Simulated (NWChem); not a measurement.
# C2H3Cl2Si (SMILES [H]/[C]=C/[SiH](Cl)Cl) at UHF/3-21G

Aim: the adiabatic ionisation energy of C2H3Cl2Si at UHF/3-21G, from 2 runs. 

Program for the calculation: NWChem 7.3.0.

**1. The system as given**

C2H3Cl2Si has 8 atoms, charge 0, and is taken as a doublet. As SMILES, `[H]/[C]=C/[SiH](Cl)Cl`. The shape is that of a PBE0-D4/def2-TZVP optimisation. This is one conformer, not always the lowest. The run starts from this shape.

Bond lengths: C1–C2 1.302 Å, C2–Si3 1.849 Å, Si3–Cl4 2.046 Å, Si3–Cl5 2.046 Å, C1–H6 1.081 Å, C2–H7 1.096 Å, Si3–H8 1.473 Å. Angles: C1–C2–Si3 119.3°, C2–Si3–Cl4 109.6°, C2–Si3–Cl5 109.6°, Cl4–Si3–Cl5 108.1°, C1–C2–H7 121.6°, Si3–C2–H7 119.1°, C2–C1–H6 140.4°, C2–Si3–H8 111.7°, Cl4–Si3–H8 108.9°, Cl5–Si3–H8 108.9°.

**2. A structure relaxation at UHF/3-21G**

Input file c2h3cl2si.nw:

```
start c2h3cl2si
title "C2H3Cl2Si"
memory total 2200 mb

geometry units angstrom
  C    -0.467200    1.549800    0.659300
  C    -0.193600    0.279100    0.737900
  Si    0.301600   -0.635800   -0.791100
  Cl   -1.013100   -2.166600   -1.130900
  Cl    2.164100   -1.443500   -0.534600
  H    -0.772500    2.376400    1.285600
  H    -0.249600   -0.262100    1.689000
  H     0.322500    0.245600   -1.971100
end

basis spherical bse
  * library 3-21G
end

scf
  nopen 1
  uhf
  thresh 1e-07
  maxiter 80
  print low
end

driver
  maxiter 60
end

freq
  temp 3 298.15 600 900
end

task scf optimize
task scf frequencies
```

Launch:

```sh
$ nwchem c2h3cl2si.nw > c2h3cl2si.out
```

Standard output:

```text
[...]
  functions       =    63
[...]
  wavefunction    = UHF
[...]
         Total SCF energy =  -1279.052131960225
[...]
@    0   -1279.05213196  0.0D+00  0.04624  0.01459  0.00000  0.00000      5.6
[...]
         Total SCF energy =  -1279.060361176441
[...]
@    1   -1279.06196168 -9.8D-03  0.01351  0.00449  0.06481  0.14648     12.8
[...]
@    5   -1279.06314883 -1.0D-06  0.00013  0.00004  0.00179  0.00357     35.3
[...]
         Total SCF energy =  -1279.063148947997
[...]
@    6   -1279.06314895 -1.2D-07  0.00005  0.00001  0.00070  0.00184     39.9
[...]
         Total SCF energy =  -1279.063148959871
[...]
         Total SCF energy =  -1279.063148959871
[...]
                         UHF ENERGY GRADIENTS
    atom               coordinates                        gradient
                 x          y          z           x          y          z
   1 C      -0.005734  -5.435232   0.285152    0.000001  -0.000004  -0.000010
   2 C      -0.004320  -3.249999  -0.947366    0.000000   0.000005   0.000004
   3 Si     -0.000351  -0.192400   0.814231    0.000000  -0.000001   0.000003
   4 Cl     -3.293115   2.000231  -0.236510   -0.000005   0.000005  -0.000003
   5 Cl      3.297885   1.991946  -0.236642    0.000006   0.000005  -0.000003
   6 H      -0.007884  -7.389551  -0.225283    0.000000  -0.000001   0.000005
   7 H      -0.005396  -3.193413  -2.988634   -0.000001  -0.000002   0.000008
   8 H      -0.000575  -0.455437   3.567947   -0.000000  -0.000007  -0.000003
[...]
@    7   -1279.06314896 -1.2D-08  0.00001  0.00000  0.00011  0.00037     42.2
[...]
      Optimization converged
[...]
@    7   -1279.06314896 -1.2D-08  0.00001  0.00000  0.00011  0.00037     42.2
[...]
         Total SCF energy =  -1279.063148959870
      One electron energy =  -2380.213510127143
      Two electron energy =    793.294365730947
 Nuclear repulsion energy =    307.855995436326
                       Sz =      0.5000
                 Sz(Sz+1) =      0.7500
                      S^2 =      1.0024
[...]
 Zero-Point correction to Energy  =   26.980 kcal/mol  (  0.042995 au)
 Thermal correction to Energy     =   48.669 kcal/mol  (  0.077558 au)
 Thermal correction to Enthalpy   =   50.456 kcal/mol  (  0.080407 au)
 Total Entropy                    =  117.197 cal/mol-K
   - Translational                =   45.850 cal/mol-K (mol. weight = 124.9381)
   - Rotational                   =   31.799 cal/mol-K (symmetry #  =        1)
   - Vibrational                  =   39.549 cal/mol-K
 Cv (constant volume heat capacity) =   33.669 cal/mol-K
   - Translational                  =    2.979 cal/mol-K
   - Rotational                     =    2.979 cal/mol-K
   - Vibrational                    =   27.710 cal/mol-K
[...]
```

It took 55 s on 1 thread of Intel Xeon 6975P-C (Granite Rapids), shared host; peak memory 0.12 GiB.

Step by step:

| step | energy from the first frame kept (eV) |
| --- | --- |
| 0 | 0.0000 |
| 1 | -0.2675 |
| 2 | -0.2976 |
| 3 | -0.2994 |
| 4 | -0.2998 |
| 5 | -0.2998 |
| 6 | -0.2998 |
| 7 | -0.2998 |

After the run. Bond lengths: C1–C2 1.328 Å, C2–Si3 1.867 Å, Si3–Cl4 2.166 Å, Si3–Cl5 2.166 Å, C1–H6 1.069 Å, C2–H7 1.081 Å, Si3–H8 1.464 Å. Angles: C1–C2–Si3 120.6°, C2–Si3–Cl4 109.6°, C2–Si3–Cl5 109.6°, Cl4–Si3–Cl5 107.2°, C1–C2–H7 121.0°, Si3–C2–H7 118.4°, C2–C1–H6 135.9°, C2–Si3–H8 114.5°, Cl4–Si3–H8 107.8°, Cl5–Si3–H8 107.8°.

**3. The singlet cation: a structure relaxation at HF/3-21G**

Input file c2h3cl2si.nw:

```
start c2h3cl2si
title "C2H3Cl2Si"
memory 2200 mb
charge 1
geometry units angstroms noautosym
  C       -0.467200       1.549800       0.659300
  C       -0.193600       0.279100       0.737900
  Si       0.301600      -0.635800      -0.791100
  Cl      -1.013100      -2.166600      -1.130900
  Cl       2.164100      -1.443500      -0.534600
  H       -0.772500       2.376400       1.285600
  H       -0.249600      -0.262100       1.689000
  H        0.322500       0.245600      -1.971100
end
basis spherical bse
  * library 3-21G
end
scf
  nopen 0
  rhf
  thresh 1e-07
  maxiter 80
  print low
end
driver
  maxiter 60
end
freq
  temp 3 298.15 400 700
end
task scf optimize
task scf frequencies
```

Launch:

```sh
$ nwchem c2h3cl2si.nw > c2h3cl2si.out
```

Standard output:

```text
[...]
  functions       =    63
[...]
  wavefunction    = RHF
[...]
         Total SCF energy =  -1278.693896845734
[...]
@    0   -1278.69389685  0.0D+00  0.07358  0.02305  0.00000  0.00000      3.3
[...]
         Total SCF energy =  -1278.724283984611
[...]
@    1   -1278.72847234 -3.5D-02  0.11447  0.02397  0.11202  0.25626      7.9
[...]
@    9   -1278.75056319 -7.3D-06  0.00029  0.00010  0.00441  0.01125     37.9
[...]
         Total SCF energy =  -1278.750564661755
[...]
@   10   -1278.75056466 -1.5D-06  0.00010  0.00003  0.00107  0.00223     41.4
[...]
         Total SCF energy =  -1278.750564697888
[...]
         Total SCF energy =  -1278.750564697888
[...]
                         RHF ENERGY GRADIENTS
    atom               coordinates                        gradient
                 x          y          z           x          y          z
   1 C      -1.482582   4.392221   2.579097    0.000005  -0.000016  -0.000004
   2 C      -0.968845   2.113375   2.598400    0.000000  -0.000006   0.000006
   3 Si      0.021368   0.542944  -0.772725    0.000004  -0.000027   0.000012
   4 Cl     -2.748163  -2.296326  -1.184513    0.000013   0.000014   0.000005
   5 Cl      3.678398  -0.834024   0.021903   -0.000018   0.000007  -0.000001
   6 H      -1.895981   6.355194   2.407447   -0.000003   0.000012   0.000002
   7 H      -0.952230   0.768723   4.134338   -0.000001   0.000005  -0.000005
   8 H      -0.067066   2.513513  -2.690099   -0.000001   0.000012  -0.000013
[...]
@   11   -1278.75056470 -3.6D-08  0.00002  0.00001  0.00014  0.00041     43.3
[...]
      Optimization converged
[...]
@   11   -1278.75056470 -3.6D-08  0.00002  0.00001  0.00014  0.00041     43.3
[...]
         Total SCF energy =  -1278.750564697888
      One-electron energy =  -2374.496322667898
      Two-electron energy =    784.197164240817
 Nuclear repulsion energy =    311.548593729193
        Time for solution =      0.1s
[...]
 Zero-Point correction to Energy  =   27.101 kcal/mol  (  0.043188 au)
 Thermal correction to Energy     =   42.519 kcal/mol  (  0.067758 au)
 Thermal correction to Enthalpy   =   43.909 kcal/mol  (  0.069974 au)
 Total Entropy                    =  109.562 cal/mol-K
   - Translational                =   44.602 cal/mol-K (mol. weight = 124.9381)
   - Rotational                   =   30.961 cal/mol-K (symmetry #  =        1)
   - Vibrational                  =   33.999 cal/mol-K
 Cv (constant volume heat capacity) =   31.354 cal/mol-K
   - Translational                  =    2.979 cal/mol-K
   - Rotational                     =    2.979 cal/mol-K
   - Vibrational                    =   25.395 cal/mol-K
[...]
```

It took 50 s on 1 thread of Intel Xeon 6975P-C (Granite Rapids), shared host; peak memory 0.11 GiB.

Steps, from the record of the run:

```csv
step,energy from the first frame kept (eV)
0,0.0000
1,-0.9408
2,-1.3854
3,-1.4877
4,-1.5161
5,-1.5346
6,-1.5351
7,-1.5404
8,-1.5418
9,-1.5420
10,-1.5420
11,-1.5420
```

After the run. Bond lengths: C1–C2 1.236 Å, C2–Si3 2.037 Å, Si3–Cl4 2.110 Å, Si3–Cl5 2.110 Å, C1–H6 1.065 Å, C2–H7 1.080 Å, Si3–H8 1.456 Å. Angles: C1–C2–Si3 116.6°, C2–Si3–Cl4 101.7°, C2–Si3–Cl5 101.7°, Cl4–Si3–Cl5 114.3°, C1–C2–H7 130.6°, Si3–C2–H7 112.8°, C2–C1–H6 175.5°, C2–Si3–H8 108.1°, Cl4–Si3–H8 114.6°, Cl5–Si3–H8 114.6°.

**4. Outcome**

At UHF/3-21G:

| quantity | value |
| --- | --- |
| run 1, UHF/3-21G: total energy at the end | -1279.06315 Eh |
| run 1, UHF/3-21G: ⟨S²⟩ | 1.002 |
| run 1, UHF/3-21G: lowest harmonic wavenumber | 58 cm⁻¹ |
| run 1, UHF/3-21G: highest harmonic wavenumber | 3412 cm⁻¹ |
| run 1, UHF/3-21G: zero-point energy | 112.9 kJ/mol |
| singlet cation: total energy at the end | -1278.75056 Eh |
| singlet cation: lowest harmonic wavenumber | 59 cm⁻¹ |
| singlet cation: highest harmonic wavenumber | 3491 cm⁻¹ |
| singlet cation: zero-point energy | 113.4 kJ/mol |
| singlet cation: ideal-gas entropy at 298.15 K (symmetry number 1 as used) | 84.9 cal/(mol K) |
| adiabatic ionisation energy (to the singlet cation, no zero-point term) | 8.506 eV |

In words: The adiabatic ionisation energy (to the singlet cation, no zero-point term) is 8.51 eV (196 kcal/mol). ⟨S²⟩ (run 1, UHF/3-21G) is 1.00 where a pure doublet has 0.75: the reference is spin-contaminated. All 18 modes (run 1, UHF/3-21G) are real, so the shape is a minimum at this level. The optimisation (run 1, UHF/3-21G) took 8 steps and changed the energy by -0.300 eV. All 18 modes (singlet cation) are real, so the shape is a minimum at this level. The optimisation (singlet cation) took 12 steps and changed the energy by -1.542 eV.
